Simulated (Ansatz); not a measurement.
# GeSiH3ClO (SMILES [SiH3][O][Ge][Cl]): HF/STO-3G

What is the energy change on altering one bond length of GeSiH3ClO at HF/STO-3G? 

The calculation is run with Ansatz 0.2.0.

125 further runs of the same task are left out: 125 set aside as unsound or not needed.

## 1. Starting point

GeSiH3ClO: 7 atoms, total charge 0, spin state singlet. As SMILES, `[SiH3][O][Ge][Cl]`. The shape is that of a PBE0-D4/def2-TZVP optimisation. This is one conformer, not always the lowest.

Bond lengths: Si1–O2 1.655 Å, O2–Ge3 1.768 Å, Ge3–Cl4 2.210 Å, Si1–H5 1.484 Å, Si1–H6 1.484 Å, Si1–H7 1.484 Å. Angles: Si1–O2–Ge3 138.4°, O2–Ge3–Cl4 99.4°, O2–Si1–H5 107.2°, O2–Si1–H6 110.4°, O2–Si1–H7 110.5°, H5–Si1–H6 109.5°, H5–Si1–H7 109.5°, H6–Si1–H7 109.7°.

## 2. A single-point energy at HF/STO-3G

in.yaml

```yaml
crystal:
  periodic: [false, false, false]
  atoms:
    - symbol: Si
      position_ang: [0.184400, 0.664200, -0.614200]
    - symbol: O
      position_ang: [0.434500, -0.959500, -0.413800]
    - symbol: Ge
      position_ang: [0.076600, -2.215900, 0.776900]
    - symbol: Cl
      position_ang: [-0.991800, -0.995100, 2.277600]
    - symbol: H
      position_ang: [0.795900, 1.045400, -1.911300]
    - symbol: H
      position_ang: [-1.268900, 0.965100, -0.643300]
    - symbol: H
      position_ang: [0.830700, 1.427800, 0.482400]
basis:
  gaussian:
    orbitals: STO-3G
hamiltonian:
  xc: hf
accuracy: high
output: {orbitals: {seedname: orbitals}}
```

Started as:

```console
ansatz run in.yaml --threads 1 --pin off --max-ram 3480MiB --events-out events.jsonl --progress --plain --runs-dir runs
```

The program printed:

```text
Warning: RAYON_NUM_THREADS=1 ignored (pool sized by the plan → 1); use --threads N
Functional definition: HF
  name "HF"
  exchange = exact_x
  correlation = 0
777 factors; integrals over basis functions are off by at most 4.9e-9 eV
mean field evaluation 1: about -78029.4781 eV, gradient 2.2e1 eV
mean field evaluation 2: about -78029.5591 eV, gradient 2.2e1 eV
mean field evaluation 4: about -78031.6681 eV, gradient 2.0e0 eV
mean field evaluation 8: about -78031.6880 eV, gradient 2.7e-2 eV
mean field -78031.68805197 eV, -2867.6116441322 hartree, gradient 1.2e-8 eV, S^2 0.000000; 0 other end points of the search recorded, 0 dependent functions left out
reference -78031.68805197 eV, -2867.6116441322 hartree; 37, 37 occupied and 7, 7 virtual orbitals, 777 factors
Total energy: -78031.68805197 eV, -2867.6116441322 hartree
```

It took 0.7 s on 1 thread of Arm Neoverse V1, shared host; peak memory 0.1 GiB.

## 3. The distorted shape, same level

molecule.yaml

```yaml
crystal:
  periodic: [false, false, false]
  atoms:
    - symbol: Si
      position_ang: [-0.549401, 0.206760, 0.942321]
    - symbol: O
      position_ang: [-0.299301, -1.416940, 1.142721]
    - symbol: Ge
      position_ang: [-0.657201, -2.673340, 2.333421]
    - symbol: Cl
      position_ang: [-1.725601, -1.452540, 3.834121]
    - symbol: H
      position_ang: [0.795900, 1.045400, -1.911300]
    - symbol: H
      position_ang: [-2.002701, 0.507660, 0.913221]
    - symbol: H
      position_ang: [0.096899, 0.970360, 2.038921]
basis:
  gaussian:
    orbitals: STO-3G
hamiltonian:
  xc: hf
output:
  orbitals: {seedname: orbitals}
accuracy: high
magnetization:
  spin_polarized: false
  initial_magnetization: 0
```

Started as:

```console
ansatz run molecule.yaml --threads 1 --pin off --max-ram 3480MiB --events-out events.jsonl --progress --plain --runs-dir runs
```

The program printed:

```text
Warning: RAYON_NUM_THREADS=1 ignored (pool sized by the plan → 1); use --threads N
[... 4 set-up lines as earlier in the session ...]
771 factors; integrals over basis functions are off by at most 1.3e-8 eV
mean field evaluation 1: about -78016.4222 eV, gradient 2.4e1 eV
mean field evaluation 2: about -78016.4983 eV, gradient 2.4e1 eV
mean field evaluation 4: about -78021.6188 eV, gradient 1.1e1 eV
mean field evaluation 8: about -78022.6154 eV, gradient 7.1e-5 eV
mean field evaluation 16: about -78018.7201 eV, gradient 1.1e1 eV
mean field -78022.60990018 eV, -2867.2780282070 hartree, gradient 2.0e-8 eV, S^2 0.000000; 0 other end points of the search recorded, 0 dependent functions left out
reference -78022.60990018 eV, -2867.2780282070 hartree; 37, 37 occupied and 7, 7 virtual orbitals, 771 factors
Total energy: -78022.60990018 eV, -2867.2780282070 hartree
```

It took 0.7 s on 1 thread of Arm Neoverse V1, shared host; peak memory 0.1 GiB.

## 4. Summary of results

At HF/STO-3G:

| quantity | value |
| --- | --- |
| first shape: total energy | -2867.61164 Eh |
| first shape: HOMO energy | -7.47 eV |
| first shape: LUMO energy | 4.42 eV |
| first shape: HOMO–LUMO gap | 11.89 eV |
| distorted shape: total energy | -2867.27803 Eh |
| distorted shape: HOMO energy | -4.01 eV |
| distorted shape: LUMO energy | 2.20 eV |
| distorted shape: HOMO–LUMO gap | 6.21 eV |
| energy change with the Si1–H5 bond stretched from 1.484 to 3.264 Å | 9.078 eV |

In words: One bond (distorted shape) is far stretched, which a spin-restricted single reference describes badly; a broken-symmetry solution may lie lower. With the Si1–H5 bond stretched from 1.484 to 3.264 Å the energy rises by 9.08 eV (209 kcal/mol). The first shape isn't relaxed at this level, so the change isn't measured from a minimum. A restricted reference can't describe the breaking bond well at this length. The minimal basis adds a large error of its own.
